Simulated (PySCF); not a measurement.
# H3MoO4 (MoO(OH)3): the cost of one run

Computed with PySCF 2.14.0 and routines of our own; the level stands in each step. Atoms count from 0.

### Step 1. The system as given

8 atoms, charge 0, multiplicity 2; geometry from: GFN2-xTB.

### Step 2. Optimising the geometry at PBE0-D3(BJ)/def2-SVP

What the job is given:

```
{"job": {"xc": "PBE0", "basis": "def2-SVP", "d3": "d3bj", "grid": 1, "maxiter": 30, "shake": 0.03, "kind": "geom"}, "charge": 0, "multiplicity": 2}
Mo    -0.112760    -0.121500     0.245080
O     -1.262470    -0.328780     1.436070
O      1.274920     0.323870    -0.630740
H      2.259890     0.545160    -1.052840
O     -0.688380     1.634860    -0.126510
H     -1.389480     2.295080     0.120600
O      0.181900    -1.786080    -0.128370
H     -0.125380    -2.648290     0.053010
```

On the command line:

```sh
$ OMP_NUM_THREADS=1 python heavy_run.py task.json out
```

One launch serves the whole session: the jobs run in the order shown.

Q: Estimate the wall time and peak memory of this first job on 1 thread of Arm Neoverse V1, shared host.

About 3.6 min, with a peak of 0.43 GiB.
